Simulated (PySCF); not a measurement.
# C₃H₉GaO: geometry, NMR shifts, spin-spin couplings, electronic excitations and core binding energies, part 1 of 2

Aim: predict the NMR shifts, spin-spin couplings, electronic excitations and core binding energies of C₃H₉GaO (`CC(C)[O][GaH2]`).

Programs: PySCF 2.14.0, with density-fitted response routines of our own. Each step states its level of theory. These are calculated values for one molecule in the gas phase, unless marked as measured. Atoms are numbered from 0 throughout.

### Step 1. The starting structure

14 atoms, charge 0, multiplicity 1; geometry from: GFN2-xTB. The atoms were then displaced at random by about 0.03 Å, so the start is not that level's minimum.

Bonds of the start (Å): C0–C1 1.49, C1–C2 1.56, C1–O3 1.53, O3–Ga4 1.60, C0–H5 1.00, C0–H6 1.15, C0–H7 1.10, C1–H8 1.07, C2–H9 1.06, C2–H10 1.06, C2–H11 1.13, Ga4–H12 1.60, Ga4–H13 1.49.

### Step 2. Optimising the geometry at PBE0-D3(BJ)/def2-SVP

Job settings and geometry (Å):

```
{"job": {"xc": "PBE0", "basis": "def2-SVP", "d3": "d3bj", "grid": 1, "shake": 0.03, "kind": "geom"}, "charge": 0, "multiplicity": 1}
C     -0.865060     0.003500     1.298590
C     -0.460940    -0.605670    -0.002880
C     -1.082510     0.090950    -1.254990
O      1.066020    -0.579420    -0.058210
Ga     2.465370     0.188260    -0.116830
H     -0.482680    -0.392790     2.138690
H     -0.599720     1.122810     1.280330
H     -1.961690     0.027190     1.355790
H     -0.764820    -1.629170     0.068440
H     -0.692250    -0.419980    -2.098590
H     -2.134860     0.075880    -1.169530
H     -0.656730     1.133800    -1.240950
H      2.609810     1.779150    -0.135860
H      3.539280    -0.839260    -0.065120
```

On the command line:

```sh
> OMP_NUM_THREADS=1 python probes_run.py task.json out
```

The driver reads the jobs from task.json and runs them one after another.

Log:

```text
step   0  E = -2118.90477111  max force = 0.182022
step   1  E = -2118.95092836  max force = 0.028286
step   2  E = -2118.95456293  max force = 0.011514
step   3  E = -2118.95616826  max force = 0.007960
step   4  E = -2118.95716513  max force = 0.010510
step   5  E = -2118.95751857  max force = 0.003772
step   6  E = -2118.95760020  max force = 0.000531
step   7  E = -2118.95760594  max force = 0.000242
optimisation converged
```

Run time: 49 s. Hardware: 1 thread of Arm Neoverse V2, shared host; peak memory 0.5 GiB.

The steps of the relaxation:

```tsv
step	energy from step 0 (eV)	largest force component (eV/Å)
0	0.0000	9.3600
1	-1.2560	1.4545
2	-1.3549	0.5921
3	-1.3986	0.4093
4	-1.4257	0.5404
5	-1.4353	0.1940
6	-1.4376	0.0273
7	-1.4377	0.0124
```

Close pairs (by a distance rule), those that changed most:

```tsv
bond	before (Å)	after (Å)	change (Å)
O3–Ga4	1.597	1.787	+0.190
C1–O3	1.528	1.407	-0.121
C0–H5	1.005	1.100	+0.096
Ga4–H13	1.487	1.558	+0.071
C0–H6	1.150	1.103	-0.047
C2–H10	1.056	1.101	+0.045
C1–C2	1.562	1.522	-0.040
C2–H9	1.061	1.100	+0.040
```

The next job starts from the end point, and lists it.

```tsv
at the end point	value
point group (found at 0.08 Å tolerance)	Cs
rotational constants (GHz, main isotopes)	6.144, 1.729, 1.584
dipole moment (D)	1.17
```

### Step 3. Shielding tensors: PBE0/pcSseg-1

Job settings and geometry (Å):

```
{"job": {"kind": "nmr", "xc": "PBE0", "basis": "pcSseg-1"}, "charge": 0, "multiplicity": 1}
C     -0.803114     0.085503     1.302646
C     -0.455790    -0.656227     0.020107
C     -0.919677     0.092319    -1.221242
O      0.917503    -0.954403    -0.043853
Ga     2.296343     0.180558    -0.108429
H     -0.452058    -0.481920     2.177360
H     -0.326244     1.080054     1.319652
H     -1.889794     0.232476     1.400620
H     -0.976073    -1.632678     0.041622
H     -0.654143    -0.472426    -2.127327
H     -2.010255     0.242279    -1.215509
H     -0.443264     1.085526    -1.277936
H      2.036235     1.725665    -0.092984
H      3.659551    -0.571476    -0.175847
```

With the program's defaults for keys left out, this is: GIAO PBE0/pcSseg-1 NMR shielding, non-relativistic, gas phase.

Log:

```text
coarse grid: 50384 points
cycle   1  E = -2118.9335819561  dE = -2.331e-01  |g| = 1.213e+00  |ddm| = 3.212e+00
cycle   2  E = -2118.1737466612  dE =  7.598e-01  |g| = 2.246e+00  |ddm| = 2.203e+00
cycle   3  E = -2119.0686515798  dE = -8.949e-01  |g| = 4.872e-01  |ddm| = 1.914e+00
cycle   4  E = -2119.1117930055  dE = -4.314e-02  |g| = 9.646e-02  |ddm| = 3.715e-01
cycle   5  E = -2119.1128384690  dE = -1.045e-03  |g| = 2.432e-02  |ddm| = 8.909e-02
cycle   6  E = -2119.1129325848  dE = -9.412e-05  |g| = 9.388e-03  |ddm| = 2.358e-02
cycle   7  E = -2119.1129513587  dE = -1.877e-05  |g| = 1.199e-03  |ddm| = 6.530e-03
cycle   8  E = -2119.1129516734  dE = -3.147e-07  |g| = 3.658e-04  |ddm| = 1.554e-03
final grid: 106472 points
cycle   9  E = -2119.1130732497  dE = -3.803e-08  |g| = 4.479e-04  |ddm| = 1.330e-03
cycle  10  E = -2119.1130732136  dE =  3.610e-08  |g| = 6.035e-04  |ddm| = 8.826e-04
cycle  11  E = -2119.1130732983  dE = -8.469e-08  |g| = 1.058e-04  |ddm| = 5.229e-04
cycle  12  E = -2119.1130733004  dE = -2.095e-09  |g| = 1.226e-05  |ddm| = 7.730e-05
cycle  13  E = -2119.1130733004  dE = -2.365e-11  |g| = 3.173e-06  |ddm| = 1.273e-05
converged SCF energy = -2119.1130733004

GIAO shielding tensors (ppm)
atom      isotropic    diamagn.    paramagn.     s11        s22        s33       span
  0 C      153.852     250.250     -96.398    131.216    147.301    183.040     51.824
  1 C      114.402     240.341    -125.939     88.642     99.314    155.252     66.610
  2 C      153.810     250.269     -96.459    131.159    147.274    182.998     51.839
  3 O      129.304     401.474    -272.170    -47.748    136.995    298.664    346.412
  4 Ga    1334.277    2640.343   -1306.065   1210.666   1345.716   1446.451    235.785
  5 H       29.769      30.086      -0.317     26.464     27.432     35.411      8.947
  6 H       30.143      31.538      -1.395     27.269     29.818     33.341      6.072
  7 H       30.114      29.976       0.138     26.011     27.755     36.575     10.564
  8 H       27.020      29.959      -2.939     23.642     25.702     31.717      8.075
  9 H       29.766      30.088      -0.322     26.467     27.423     35.407      8.940
 10 H       30.115      29.983       0.132     26.008     27.765     36.571     10.564
 11 H       30.145      31.545      -1.400     27.264     29.836     33.335      6.070
 12 H       25.330      28.406      -3.076     19.838     21.224     34.928     15.091
 13 H       26.075      27.812      -1.737     20.346     20.761     37.119     16.774
```

Run time: 19 s. Hardware: 1 thread of Arm Neoverse V2, shared host; peak memory 0.9 GiB.

The references, computed at this level on geometries of the same kind, shield at (ppm): ¹H TMS 31.27, ¹³C TMS 184.4, ¹⁷O H2O 334.6, ⁷¹Ga GaH4- 1710. Their shielding less the atom's gives the shift. The references are single molecules in the gas phase, so shifts against H2O, NH3, PH3, H3PO4 or CFCl3 are not on the usual liquid scales and can be off by tens of ppm. Shifts against hydride references such as AlH4− lie on their own scale. Atoms listed in one row are averaged.

```tsv
atoms	environment	σ (ppm)	δ (ppm)
C1	sp3 CH bonded to O	114.4	70.0
C0, C2	methyl carbon	153.8	30.6
H12, H13	hydrogen on a Ga bonded to O	25.70	5.56
H8	hydrogen on an sp3 CH bonded to O	27.02	4.25
H5, H6, H7, H9, H10, H11	hydrogen on a methyl carbon	30.01	1.26
O3	oxygen bonded to C, Ga	129.3	205.3
Ga4	Ga bonded to O, 2 H	1334	376
```

Charges from the same density, by scheme (e):

```tsv
atoms	Mulliken	IAO	Hirshfeld	ESP fit
C0, C2	-0.28	-0.42	-0.13	-0.57
C1	0.03	0.11	0.04	0.78
O3	-0.71	-0.60	-0.28	-0.70
Ga4	0.61	0.65	0.47	0.84
```

Mayer bond orders: C0–C1 1.03, C1–C2 1.03, C1–O3 0.90, O3–Ga4 0.87.

Orbitals, density, ELF and potential are computed afterwards from the orbital file.

Frontier orbitals at PBE0/pcSseg-1, with the share of their density that lies nearest to each atom:

```tsv
orbital	energy (eV)	lies on
HOMO	-7.72	O3 46 %; H12 16 %; H8 12 %
LUMO	-1.16	Ga4 49 %; H12, H13 about 17 % each; O3 9 %
```

ELF in a plane through or near 5 of the atoms.

Ten even steps from '0' (0.00) to '9' (1.00):
```
0000000000000000000000000000
0000000000000000000000000000
0000000000000000000000000000
0000000000000033100000000000
0000000000000388510000000000
0000000000000388635510000000
0000000000000274489970000000
0000232211100145399980000000
0003665211120165589950000000
0006886176121156310000000000
0006886177121156300000000000
0003664211120065589950000000
0000232111100147199980000000
0000000000000264499970000000
0000000000000388635510000000
0000000000000388510000000000
0000000000000033100000000000
0000000000000000000000000000
0000000000000000000000000000
0000000000000000000000000000
```
The map spans 12.5 Å across and 9.5 Å up, centred on the molecule. Atoms in the plane (x, y in Å): C0 (0.9, 1.3), C2 (0.9, -1.3), Ga4 (-2.3, 0.0), H7 (1.9, 1.3), H10 (1.9, -1.3).

log10 of the density (e/Å³) in the same plane.

Ten even steps from ' ' (-4.0) to '@' (1.5):
```
                                                        
                                                        
                        ....::::::....                  
                      ..::::--------::..                
            ..........::--==++++++==----::              
        ....::::::::::::--++******++++==--..            
      ..::--------------==++########**++==::..          
    ..::----====++++======++##@@%%####++==::..          
    ::--====++++****++++++++######****++--::..          
  ..::--==++**##@@@@##**++++******++====::..            
  ..::--==++**##@@@@##**++++******++==--::..            
    ::--====++++****++++++++######****++--::..          
    ..::----====++++======++##@@######++==::..          
      ..::--------------==++########**++==::..          
        ....::::::::::::--++******++++==--..            
            ..........::--==++++++==--::::              
                      ..::::--------::..                
                        ....::::::....                  
                                                        
                                                        
```
The map spans 12.5 Å across and 9.5 Å up, centred on the molecule. Atoms in the plane (x, y in Å): C0 (0.9, 1.3), C2 (0.9, -1.3), Ga4 (-2.3, 0.0), H7 (1.9, 1.3), H10 (1.9, -1.3).

On the surface of density 0.002 e/bohr³ the electrostatic potential runs, from the 1st to the 99th percentile, from -1.58 V near O3 to 2.39 V near Ga4.

### Step 4. Spin-spin couplings: B3LYP/pcSseg-1+pcJ-1

Same as in step 3 but for these lines:

```diff
@@ -1,2 +1,2 @@
-{"job": {"kind": "nmr", "xc": "PBE0", "basis": "pcSseg-1"}, "charge": 0, "multiplicity": 1}
+{"job": {"kind": "j", "xc": "B3LYP", "basis": "pcJ-1"}, "charge": 0, "multiplicity": 1}
 C     -0.803114     0.085503     1.302646
```

With the program's defaults for keys left out, this is: B3LYP/pcJ-1 Ga:pcSseg-1 indirect spin-spin coupling, non-relativistic, gas phase.

Log:

```text
coarse grid: 50384 points
cycle   1  E = -2119.4804413954  dE = -2.498e-01  |g| = 1.328e+00  |ddm| = 2.951e+00
cycle   2  E = -2118.2085349520  dE =  1.272e+00  |g| = 2.727e+00  |ddm| = 2.659e+00
cycle   3  E = -2119.6182108233  dE = -1.410e+00  |g| = 6.445e-01  |ddm| = 2.413e+00
cycle   4  E = -2119.6930959717  dE = -7.489e-02  |g| = 1.191e-01  |ddm| = 4.662e-01
cycle   5  E = -2119.6948125624  dE = -1.717e-03  |g| = 3.606e-02  |ddm| = 1.282e-01
cycle   6  E = -2119.6950448974  dE = -2.323e-04  |g| = 1.516e-02  |ddm| = 3.753e-02
cycle   7  E = -2119.6950915365  dE = -4.664e-05  |g| = 2.086e-03  |ddm| = 9.741e-03
cycle   8  E = -2119.6950924635  dE = -9.270e-07  |g| = 5.010e-04  |ddm| = 2.470e-03
final grid: 106472 points
cycle   9  E = -2119.6952068538  dE = -5.306e-08  |g| = 5.501e-04  |ddm| = 1.682e-03
cycle  10  E = -2119.6952068207  dE =  3.317e-08  |g| = 6.716e-04  |ddm| = 1.012e-03
cycle  11  E = -2119.6952069283  dE = -1.076e-07  |g| = 5.017e-05  |ddm| = 5.315e-04
cycle  12  E = -2119.6952069289  dE = -6.003e-10  |g| = 6.373e-06  |ddm| = 5.498e-05
converged SCF energy = -2119.6952069289

Indirect spin-spin couplings (Hz)
  i      j    bonds     total        FC       PSO       DSO        SD
  0 C    1 C    1     38.521    39.066    -0.804     0.260         -
  0 C    2 C    2      2.429     2.622    -0.208     0.015         -
  0 C    3 O    2     -0.711    -1.191     0.511    -0.031         -
  0 C    5 H    1    135.422   133.602     1.073     0.747         -
  0 C    6 H    1    130.510   128.554     1.140     0.816         -
  0 C    7 H    1    129.466   127.575     1.187     0.704         -
  0 C    8 H    2     -0.190    -0.143     0.008    -0.055         -
  0 C    9 H    3     10.313    10.324     0.408    -0.418         -
  0 C   10 H    3      0.825     0.799    -0.004     0.030         -
  0 C   11 H    3      4.188     4.155    -0.042     0.075         -
  0 C   13 H    4     -0.514    -0.154     0.183    -0.543         -
  1 C    2 C    1     38.455    38.998    -0.803     0.260         -
  1 C    3 O    1     21.955    21.930     0.220    -0.194         -
  1 C    5 H    2     -4.835    -4.862    -0.012     0.039         -
  1 C    6 H    2     -5.321    -5.410     0.010     0.079         -
  1 C    7 H    2      0.426     0.341     0.071     0.014         -
  1 C    8 H    1    148.123   147.006    -0.148     1.265         -
  1 C    9 H    2     -4.832    -4.859    -0.013     0.040         -
  1 C   10 H    2      0.405     0.320     0.071     0.014         -
  1 C   11 H    2     -5.334    -5.423     0.009     0.080         -
  1 C   12 H    3     -0.590    -0.467    -0.002    -0.121         -
  1 C   13 H    3      4.531     5.000     0.260    -0.730         -
  2 C    3 O    2     -0.691    -1.172     0.511    -0.031         -
  2 C    5 H    3     10.309    10.319     0.408    -0.418         -
  2 C    6 H    3      4.217     4.184    -0.042     0.076         -
  2 C    7 H    3      0.809     0.782    -0.003     0.029         -
  2 C    8 H    2     -0.183    -0.136     0.008    -0.055         -
  2 C    9 H    1    135.465   133.645     1.073     0.747         -
  2 C   10 H    1    129.492   127.602     1.185     0.705         -
  2 C   11 H    1    130.613   128.658     1.138     0.816         -
  2 C   13 H    4     -0.508    -0.147     0.182    -0.543         -
  3 O    5 H    3     -1.256    -1.039    -0.085    -0.133         -
  3 O    6 H    3     -1.555    -1.503     0.019    -0.072         -
  3 O    7 H    3     -6.380    -6.474    -0.091     0.185         -
  3 O    8 H    2    -13.265   -12.772    -0.394    -0.099         -
  3 O    9 H    3     -1.232    -1.015    -0.086    -0.132         -
  3 O   10 H    3     -6.355    -6.449    -0.091     0.185         -
  3 O   11 H    3     -1.571    -1.518     0.020    -0.072         -
  3 O   12 H    2      0.882    -0.215     0.580     0.517         -
  3 O   13 H    2    -25.433   -26.194     0.397     0.364         -
  5 H    6 H    2    -12.039   -12.508     2.442    -1.973         -
  5 H    7 H    2    -14.027   -14.310     2.576    -2.292         -
  5 H    8 H    3      4.730     4.602     0.213    -0.085         -
  5 H    9 H    4      3.734     3.737     1.744    -1.748         -
  5 H   10 H    4      0.489     0.470     1.459    -1.441         -
  5 H   11 H    4     -0.242    -0.296     1.483    -1.428         -
  5 H   12 H    5     -0.371    -0.199     0.341    -0.513         -
  5 H   13 H    5     -0.787     0.197     0.426    -1.411         -
  6 H    7 H    2    -14.187   -14.559     2.436    -2.063         -
  6 H    8 H    3     13.961    13.868     2.629    -2.535         -
  6 H    9 H    4     -0.238    -0.292     1.485    -1.430         -
  6 H   12 H    5      1.528     0.577    -1.370     2.321         -
  6 H   13 H    5     -1.992    -0.121     0.560    -2.431         -
  7 H    8 H    3      2.501     2.427     0.196    -0.122         -
  7 H    9 H    4      0.474     0.455     1.457    -1.438         -
  7 H   10 H    4      0.779     0.665    -1.078     1.192         -
  7 H   12 H    5      0.266     0.165     0.643    -0.541         -
  7 H   13 H    5     -0.780     0.143     0.992    -1.914         -
  8 H    9 H    3      4.762     4.634     0.207    -0.078         -
  8 H   10 H    3      2.473     2.399     0.200    -0.126         -
  8 H   11 H    3     13.930    13.836     2.628    -2.534         -
  8 H   12 H    4      3.087     3.689     1.314    -1.915         -
  8 H   13 H    4     -0.501     0.363     0.992    -1.856         -
  9 H   10 H    2    -14.010   -14.295     2.577    -2.293         -
  9 H   11 H    2    -11.986   -12.457     2.446    -1.975         -
  9 H   12 H    5     -0.372    -0.201     0.343    -0.514         -
  9 H   13 H    5     -0.786     0.197     0.425    -1.408         -
 10 H   11 H    2    -14.168   -14.541     2.438    -2.065         -
 10 H   12 H    5      0.270     0.167     0.641    -0.539         -
 10 H   13 H    5     -0.783     0.140     0.992    -1.916         -
 11 H   12 H    5      1.532     0.575    -1.376     2.333         -
 11 H   13 H    5     -1.999    -0.123     0.558    -2.434         -
 12 H   13 H    2     84.277    89.456     1.441    -6.620         -
```

It took 32 s on 1 thread of Arm Neoverse V2, shared host; peak memory 0.99 GiB.

Couplings of 1 Hz or more, nine at most for each number of bonds, with means over like pairs (isotopes 13C, 1H, 17O):

```tsv
pair	bonds	J (Hz)	Fermi contact (Hz)
C1–H8	1	148.1	147.0
C0–H5	1	131.8	129.9
C0–C1	1	38.5	39.0
C1–O3	1	22.0	21.9
H12–H13	2	84.3	89.5
H5–H6	2	-13.4	-13.8
O3–H8	2	-13.3	-12.8
O3–H12	2	-12.3	-13.2
C1–H5	2	-3.2	-3.3
C0–C2	2	2.4	2.6
H5–H8	3	7.1	7.0
C0–H9	3	5.1	5.1
O3–H5	3	-3.1	-3.0
C1–H12	3	2.0	2.3
H8–H12	4	1.3	2.0
```

The spin-dipole term was not solved, so all couplings lack that part.

The response was solved for the nuclei of C, H alone, so couplings that need other nuclei can be missing.

Quadrupole couplings from the field gradients of the same density:

```tsv
atom	isotope	eQq/h (MHz)	η
Ga4	69Ga	135.8	0.36
O3	17O	-9.541	0.09
```

Shifts (PBE0/pcSseg-1, unscaled) and these couplings together give the proton spectrum at 400 MHz below. Couplings to quadrupolar nuclei are left out.

¹H NMR δ 5.56 (br, 2H), 4.25 (sept, J = 7.1 Hz, 1H), 1.26 (d, J = 7.1 Hz, 6H).

### Step 5. Ultraviolet spectrum: PBE0/def2-SVPD

Same as in step 4 but for these lines:

```diff
@@ -1,2 +1,2 @@
-{"job": {"kind": "j", "xc": "B3LYP", "basis": "pcJ-1"}, "charge": 0, "multiplicity": 1}
+{"job": {"kind": "uv", "xc": "PBE0", "basis": "def2-SVPD", "ip": true}, "charge": 0, "multiplicity": 1}
 C     -0.803114     0.085503     1.302646
```

With the program's defaults for keys left out, this is: TDDFT PBE0/def2-SVPD, vertical, gas phase, core orbitals frozen in the response.

Log:

```text
coarse grid: 50384 points
cycle   1  E = -2118.8248570780  dE = -2.307e-01  |g| = 8.639e-01  |ddm| = 4.840e+00
cycle   2  E = -2118.1909999770  dE =  6.339e-01  |g| = 1.911e+00  |ddm| = 3.794e+00
cycle   3  E = -2118.9480025617  dE = -7.570e-01  |g| = 2.704e-01  |ddm| = 2.844e+00
cycle   4  E = -2118.9615599470  dE = -1.356e-02  |g| = 7.907e-02  |ddm| = 3.883e-01
cycle   5  E = -2118.9624786710  dE = -9.187e-04  |g| = 1.407e-02  |ddm| = 1.153e-01
cycle   6  E = -2118.9625124066  dE = -3.374e-05  |g| = 5.474e-03  |ddm| = 2.749e-02
cycle   7  E = -2118.9625186042  dE = -6.198e-06  |g| = 5.073e-04  |ddm| = 7.076e-03
final grid: 106472 points
cycle   8  E = -2118.9626385243  dE = -1.049e-07  |g| = 5.490e-04  |ddm| = 8.849e-03
cycle   9  E = -2118.9626384697  dE =  5.463e-08  |g| = 7.399e-04  |ddm| = 1.783e-03
cycle  10  E = -2118.9626385941  dE = -1.244e-07  |g| = 1.394e-04  |ddm| = 9.341e-04
cycle  11  E = -2118.9626385978  dE = -3.723e-09  |g| = 1.628e-05  |ddm| = 1.671e-04
cycle  12  E = -2118.9626385979  dE = -5.639e-11  |g| = 5.079e-06  |ddm| = 3.449e-05
converged SCF energy = -2118.9626385979

Static polarisability (au): isotropic 71.333, principal 64.550 66.501 82.949

Singlet excitations
state   eV       nm        f      main configurations
  1   5.1106    242.6   0.00216   H->L 0.99
  2   5.6564    219.2   0.05795   H-1->L 0.96
  3   6.2081    199.7   0.00272   H-2->L 0.99
  4   7.0161    176.7   0.02014   H-1->L+1 0.49, H-1->L+2 0.47
  5   7.0899    174.9   0.07634   H->L+2 0.47, H->L+1 0.46
  6   7.2092    172.0   0.00724   H->L+1 0.49, H->L+2 0.47
  7   7.3423    168.9   0.03049   H-1->L+2 0.49, H-1->L+1 0.46
  8   7.7129    160.7   0.00581   H->L+3 0.88
  9   7.7143    160.7   0.00392   H-4->L 0.97
 10   7.7926    159.1   0.00318   H-3->L 0.97

Triplet excitations (Tamm-Dancoff, eV): 4.8572 4.8897 5.7467 6.3788
Vertical ionisation energy (delta-SCF) = 9.6459 eV
```

Wall time 97 s (1 thread of Arm Neoverse V2, shared host); peak memory 0.89 GiB.

Frontier orbitals and where they lie:

```tsv
orbital	eV	atoms
HOMO−3	-9.98	C0 24 %, C2 24 %, H5 14 %
HOMO−2	-8.90	Ga4 35 %, H13 31 %, H12 14 %
HOMO−1	-7.87	O3 60 %, C1 10 %, C2 9 %
HOMO	-7.72	O3 44 %, C1 12 %, Ga4 12 %
LUMO	-1.20	Ga4 61 %, O3 14 %, H12 10 %
LUMO+1	0.44	Ga4 49 %, H12 18 %, H13 17 %
LUMO+2	0.56	Ga4 42 %, C0 9 %, C2 9 %
```

With each of the 10 states as a Gaussian band of 0.4 eV half-width at 1/e, the curve within the window shown has maxima at 219 nm (ε 2,400), 173 nm (ε 5,100) L/(mol cm). Beyond the last state computed it falls off for lack of states. The curve at chosen wavelengths:

nm, ε (L/mol/cm) and a bar:
```
      153        279 ##
      158        885 #####
      163       2121 #############
      168       3967 ########################
      172       4998 ##############################
      177       4567 ###########################
      182       2798 #################
      187       1228 #######
      192        489 ###
      197        388 ##
      201        607 ####
      206       1153 #######
      211       1820 ###########
      216       2293 ##############
      221       2338 ##############
      226       1977 ############
      230       1541 #########
      235       1003 ######
      240        594 ####
      245        333 ##
      250        184 #
      255        102 #
      259         65 
      264         36 
      269         20 
      274         11
```

Leading natural transition orbitals of singlet state 5: the hole lies on O3 49 %; H8, H12 about 13 % each; C1 7 %; the particle on Ga4 25 %; H12, H13 about 20 % each; O3 15 %.

Leading natural transition orbitals of singlet state 1: the hole lies on O3 48 %; H12 18 %; H8 10 %; the particle on Ga4 48 %; H12, H13 about 17 % each; O3 9 %.

Further results of this job:

```tsv
property	computed
dipole moment (D)	1.15
polarisability (Å³)	10.57
HOMO–LUMO gap (eV)	6.52
−ε(HOMO) (eV)	7.72
```

(Continued in part 2 of 2.)
